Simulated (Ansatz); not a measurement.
# TiTc: stress in a strained cell

Aim: deform TiTc (equal xx and yy strain of +1 %) and compute stress, forces and field gradients with LAPW, PAW and all-electron datasets made for the crystal.

Computed with Ansatz 0.2.0 (DFT PBEsol, scalar-relativistic, unless a step's input says otherwise).

### 1 The starting structure

The structure is cubic, space group Pm-3m (No. 221). The conventional cell has a = 3.110 Å, b = 3.110 Å, c = 3.110 Å, α = 90.00°, β = 90.00°, γ = 90.00°. Around Ti (site symmetry m-3m) lie 8 Tc at 2.69 Å. Tc (site symmetry m-3m) is surrounded by 8 Ti at 2.69 Å.

Coordinates:

```
CELL_PARAMETERS angstrom
3.11000 0.00000 0.00000
0.00000 3.11000 0.00000
0.00000 0.00000 3.11000
ATOMIC_POSITIONS crystal
Ti 0.50000 0.50000 0.50000
Tc 0.00000 0.00000 0.00000
```

Atoms are numbered in the order of the input: Ti1, Tc2.

### 2 After the deformation

Space group Pm-3m before, P4/mmm after.

### 3 Full-potential LAPW

File input.yaml:

```yaml
crystal:
  lattice:
    - [3.1411, 0.0, 0.0]
    - [0.0, 3.1411, 0.0]
    - [0.0, 0.0, 3.11]
  atoms:
    - { symbol: Ti, position: [0.5, 0.5, 0.5] }
    - { symbol: Tc, position: [0.0, 0.0, 0.0] }
kpoints:
  mp_grid: { grid: [12, 12, 12] }
  band_path:
    path:
      - [0.0, 0.0, 0.0]
      - [0.0, 0.5, 0.0]
      - [0.5, 0.5, 0.0]
      - [0.0, 0.0, 0.0]
      - [0.0, 0.0, 0.5]
      - [0.0, 0.5, 0.5]
      - [0.5, 0.5, 0.5]
      - [0.0, 0.0, 0.5]
      - [0.0, 0.5, 0.0]
    npoints: 5
scf:
  occupations: { method: fermi_dirac, width: 0.08 }
hamiltonian:
  xc: pbesol
  pseudopotentials: { kind: all_electron, lapw: { basis_error: 0.00025 } }
output:
  forces: true
  stress: true
  eigenvalues: true
```

The run is started by

```
$ ansatz run input.yaml --threads 1 --pin off --max-ram 3072MiB --backend cpu --events-out ev --progress --plain --runs-dir out
```

### 4 PAW on the default files

File input.yaml:

```yaml
crystal:
  lattice:
    - [3.1411, 0.0, 0.0]
    - [0.0, 3.1411, 0.0]
    - [0.0, 0.0, 3.11]
  atoms:
    - { symbol: Ti, position: [0.5, 0.5, 0.5] }
    - { symbol: Tc, position: [0.0, 0.0, 0.0] }
kpoints:
  mp_grid: { grid: [12, 12, 12] }
scf:
  occupations: { method: fermi_dirac, width: 0.08 }
hamiltonian:
  xc: pbesol
  pseudopotentials: { kind: paw }
output:
  forces: true
  stress: true
  eigenvalues: true
  efg: { contact_densities: true }
  write_density: true
  write_potential: true
  elf: true
  volumetric_format: npy
```

### 5 All-electron PAW on datasets made for the crystal

Edit input.yaml of step 4 so:

```diff
@@ -14,3 +14,3 @@
   xc: pbesol
-  pseudopotentials: { kind: paw }
+  pseudopotentials: { kind: all_electron, datasets: crystal }
 output:
@@ -20,5 +20 @@
   efg: { contact_densities: true }
-  write_density: true
-  write_potential: true
-  elf: true
-  volumetric_format: npy
```

(Steps that only read results are left out.)

Q: Predict the outcome of this session. Wanted: pressure; largest shear or deviatoric stress.

As calculated:

```
                                 quantity                                                 value
                                 pressure  LAPW -11.66, PAW -11.67, crystal datasets -11.66 GPa
largest shear or deviatoric stress (LAPW)                                              1.38 GPa
```

In words: The largest part of the stress beyond the pressure is 1.38 GPa in size, in the zz component; the atoms are carried along and not relaxed. No run of the undeformed cell stands beside it, so the pressure holds what the given cell had before the change. PAW: stress within 0.01 GPa of LAPW. Crystal datasets: stress within 0.01 GPa of LAPW.
